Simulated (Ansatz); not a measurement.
GaH6P, SMILES [PH3+][GaH3-], vertical and adiabatic energies of changing the electron count

With the Python package of Ansatz (0.2.0).

Notebook, run cell by cell (the value of a cell's last expression is shown):

**Cell 1**
```python
import itertools
import warnings

import ansatz as az
from ase import Atoms
from ase.data import atomic_numbers, covalent_radii
import numpy as np
```

**Cell 2**
```python
warnings.simplefilter("ignore", az.DeckWarning)

atoms = Atoms(["P", "Ga", "H", "H", "H", "H", "H", "H"], positions=[
    (-0.5532, -0.0181, -1.0003),
    (0.5571, -0.0407, 0.961),
    (-1.832, -0.6984, -0.8877),
    (0.2541, -0.5334, -2.0379),
    (-0.8955, 1.357, -1.355),
    (0.7614, 1.4774, 1.5126),
    (2.0262, -0.7152, 0.7176),
    (-0.2259, -0.8857, 2.034),
])
molecule = az.Crystal.molecule_from_ase(atoms)
```

**Cell 3**
```python
calc = (
    molecule.calculation()
    .basis(gaussian="def2-SVP")
    .functional("cam_b3lyp")
)
symbols = [site.symbol for site in molecule.cartesian_sites]
start = np.array([site.position_ang for site in molecule.cartesian_sites], dtype=float)
summary = calc.relax(force_tolerance=0.01, max_steps=100).run(threads=1).report
end = np.array(summary["positions_ang"])
```

**Cell 4**
```python
minimum = az.Crystal.molecule()
for symbol, place in zip(symbols, end):
    minimum = minimum.atom(symbol, place.tolist())
ion = (
    minimum.calculation()
    .basis(gaussian="def2-SVP")
    .functional("cam_b3lyp")
    .charge(1)
    .spin("collinear", total=1)
)
vertical = ion.run(threads=1).report
settled = ion.relax(force_tolerance=0.01, max_steps=80).run(threads=1).report
print(f"vertical ionisation energy   {vertical['free_energy_ev'] - summary['free_energy_ev']:.3f} eV")
print(f"adiabatic, no zero point     {settled['free_energy_ev'] - summary['free_energy_ev']:.3f} eV")
print(f"relaxation energy of the ion {vertical['free_energy_ev'] - settled['free_energy_ev']:.3f} eV")
ionised = np.array(settled["positions_ang"])
# pairs closer than 1.2 times the sum of covalent radii, before or after
radius = [covalent_radii[atomic_numbers[s]] for s in symbols]
span = lambda where, i, j: np.linalg.norm(where[i] - where[j])
bonded = [(i, j) for i, j in itertools.combinations(range(len(symbols)), 2) if min(span(end, i, j), span(ionised, i, j)) < 1.2 * (radius[i] + radius[j])]
print("pair        before    after (A)")
for i, j in bonded:
    print(f"{symbols[i]}{i}-{symbols[j]}{j}".ljust(10), f"{span(end, i, j):8.4f} {span(ionised, i, j):8.4f}")
```
Output:
```text
vertical ionisation energy   10.214 eV
adiabatic, no zero point     9.120 eV
relaxation energy of the ion 1.094 eV
pair        before    after (A)
P0-Ga1       2.6084   2.4466
P0-H2        1.4149   1.4093
P0-H3        1.4148   1.4103
P0-H4        1.4148   1.4102
Ga1-H5       1.5714   1.6551
Ga1-H6       1.5714   1.6549
Ga1-H7       1.5714   1.5300
```

These settings explore the input space; basis and method may be short of convergence. The energies are electronic: no zero-point or thermal terms, and the basis set is short of its limit. The product may relax into another structure. The relaxation finds the nearest minimum, so the adiabatic value is an upper bound. Hardware and time: 87 s on 1 thread of AMD EPYC 9R45 96-Core Processor (Zen 5), with other jobs on the host, peak memory 0.42 GiB.

(Lines on the test bed's own set-up are left out of the output.)
